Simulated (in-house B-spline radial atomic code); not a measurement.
# Ta²⁺: excited configurations

How much energy does it take to promote electrons of Ta²⁺ to other shells? Each configuration is solved by itself and compared with the reference.

The numbers are computed with in-house B-spline radial atomic code version 1 (scalar-relativistic (spin-free one-electron X2C) B3LYP, spin-polarised, spherical density, exact exchange averaged over the configuration, Fermi nucleus, basis-set limit), except any that are marked as measured or tabulated.

**1. The system**

* element: tantalum (Z = 73)
* charge: +2
* electrons: 71
* configuration: [Xe] 4f14 5d3
* Hamiltonian: scalar-relativistic (X2C)
* nucleus: Fermi, rms radius 5.351 fm

The outer shells:

[Xe] 4f14 5d3
```
[Xe] core
4f [↑↓][↑↓][↑↓][↑↓][↑↓][↑↓][↑↓]
5d [↑ ][↑ ][↑ ][  ][  ]
```

Where spins are not typed, each open shell is filled with up spins first.

The run's settings:

```ini
Z = 73
electrons = 71.0
configuration = [Xe] 4f14 5d3
hamiltonian = x2c
method = b3lyp
spin_polarised = True
nucleus = fermi
rms_radius = 5.3507
mass_number = 181
atomic_mass = 180.947998528
speed_of_light = 137.035999084
exact_exchange = averaged over the configuration
```

The reference is known from an earlier run: -15604.814806 hartree in all. Up to eight levels, counted from the top:

```tsv
orbital	occupation	energy (eV)	<r> (bohr)
4d down	5	-243.74	0.5235
5s up	1	-91.906	1.109
5s down	1	-90.486	1.102
5p up	3	-57.874	1.297
5p down	3	-55.870	1.288
4f up	7	-43.520	0.6393
4f down	7	-43.231	0.6343
5d up	3	-20.181	1.973
```

**2. [Kr] 4d10 4f14 5s2 5p5 5d3 6s1**

The run's settings:

```ini
Z = 73
electrons = 71.0
configuration = [Kr] 4d10 4f14 5s2 5p5 5d3 6s1
hamiltonian = x2c
method = b3lyp
spin_polarised = True
nucleus = fermi
rms_radius = 5.3507
mass_number = 181
atomic_mass = 180.947998528
speed_of_light = 137.035999084
exact_exchange = averaged over the configuration
```

Launch:

```sh
> python run_scf.py task.json out
```

One command runs all members of the session, one after another, from task.json.

**3. [Kr] 4d10 4f14 5s2 5p5 5d3 6p1**

Settings: those of step 2 with these lines changed.

```diff
@@ -2,3 +2,3 @@
 electrons = 71.0
-configuration = [Kr] 4d10 4f14 5s2 5p5 5d3 6s1
+configuration = [Kr] 4d10 4f14 5s2 5p5 5d3 6p1
 hamiltonian = x2c
```

**4. [Kr] 4d10 4f14 5s2 5p5 5d3 5f1**

Settings: those of step 3 with these lines changed.

```diff
@@ -2,3 +2,3 @@
 electrons = 71.0
-configuration = [Kr] 4d10 4f14 5s2 5p5 5d3 6p1
+configuration = [Kr] 4d10 4f14 5s2 5p5 5d3 5f1
 hamiltonian = x2c
```

**5. [Kr] 4d9 4f14 5s2 5p6 5d4**

Settings: those of step 4 with these lines changed.

```diff
@@ -2,3 +2,3 @@
 electrons = 71.0
-configuration = [Kr] 4d10 4f14 5s2 5p5 5d3 5f1
+configuration = [Kr] 4d9 4f14 5s2 5p6 5d4
 hamiltonian = x2c
```

**6. Run with [Xe] 4f14 5d2 6p1**

Settings: those of step 5 with these lines changed.

```diff
@@ -2,3 +2,3 @@
 electrons = 71.0
-configuration = [Kr] 4d9 4f14 5s2 5p6 5d4
+configuration = [Xe] 4f14 5d2 6p1
 hamiltonian = x2c
```

**7. Configuration [Xe] 4f13 5d3 6p1**

Settings: those of step 6 with these lines changed.

```diff
@@ -2,3 +2,3 @@
 electrons = 71.0
-configuration = [Xe] 4f14 5d2 6p1
+configuration = [Xe] 4f13 5d3 6p1
 hamiltonian = x2c
```

How far above the reference does each configuration lie (order and size, in eV)?

The runs gave:

| net move | configuration | 2|M_S|+1 | energy above the reference (eV) | largest <r> (bohr) |
| --- | --- | --- | --- | --- |
| 5d → 6p | [Xe] 4f14 5d2 6p1 | 4 | 6.829 | 3.44 |
| 4f → 6p | [Xe] 4f13 5d3 6p1 | 6 | 31.851 | 3.36 |
| 5p → 6s | [Kr] 4d10 4f14 5s2 5p5 5d3 6s1 | 6 | 36.329 | 2.76 |
| 5p → 6p | [Kr] 4d10 4f14 5s2 5p5 5d3 6p1 | 6 | 42.976 | 3.38 |
| 5p → 5f | [Kr] 4d10 4f14 5s2 5p5 5d3 5f1 | 6 | 52.456 | 5.20 |
| 4d → 5d | [Kr] 4d9 4f14 5s2 5p6 5d4 | 6 | 224.50 | 1.87 |

The energies run from 6.829 eV (5d → 6p) to 224.50 eV (4d → 5d). 4 of them lie more than 60 % above minus the reference's highest level (20.181 eV), in the range where a state can decay by emitting an electron. The reference has 2|M_S|+1 = 4; 5 of the configurations differ from it in spin. These are spherical averages at the typed spins, not spectroscopic levels.
